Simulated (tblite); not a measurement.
# C6H11ClOSi2: the cost of one run

Programs: tblite 0.8.0 and PySCF 2.14.0, with density-fitted response routines of our own. Each step states its level of theory. These are calculated values for one molecule in the gas phase, unless marked as measured. Atoms count from 0, in the outputs and in this text.

## (1) Starting geometry

21 atoms, charge 0, multiplicity 1; geometry from: force field or distance geometry start.

Bonds of the start (Å): C0–C1 1.23, C1–Si2 1.80, Si2–O3 1.74, O3–Si4 1.71, Si4–Cl5 2.08, Si4–C6 1.88, C6–C7 1.53, C7–C8 1.49, C8–C9 1.51, C9–Si4 1.88, C0–H10 1.07, Si2–H11 1.48, Si2–H12 1.46, C6–H13 1.11, C6–H14 1.09, C7–H15 1.11, C7–H16 1.11, C8–H17 1.09, C8–H18 1.12, C9–H19 1.10, C9–H20 1.13.

## (2) Relaxing the molecule with GFN2-xTB

Job settings and geometry (Å):

```
{"job": {"kind": "relax", "xc": "GFN2-xTB", "basis": "xTB"}, "charge": 0, "multiplicity": 1}
C      5.089900     1.263500    -0.467400
C      4.078400     0.614000    -0.209900
Si     2.625000    -0.349300     0.224100
O      1.231100     0.586700    -0.226700
Si    -0.143100    -0.107600     0.523400
Cl     0.387500    -1.129100     2.254000
C     -1.103000    -1.242900    -0.621400
C     -2.505500    -0.797600    -0.220700
C     -2.528300     0.691400    -0.201900
C     -1.508000     1.156400     0.815900
H      5.956700     1.847200    -0.684700
H      2.642000    -1.631200    -0.510500
H      2.551500    -0.657600     1.649900
H     -0.879200    -0.999100    -1.676500
H     -0.931100    -2.300100    -0.398700
H     -3.175100    -1.172700    -1.028300
H     -2.802300    -1.245500     0.752300
H     -2.400000     1.133300    -1.195400
H     -3.528100     1.024400     0.189000
H     -1.875700     1.145500     1.850900
H     -1.191400     2.187200     0.491600
```

Command:

```console
> OMP_NUM_THREADS=1 python probes_run.py task.json out
```

One launch serves the whole session: the jobs run in the order shown.

Q: Estimate the wall time and peak memory of this first job on 1 thread of Arm Neoverse N1, shared host.

About 3.4 s, with a peak of 0.18 GiB.
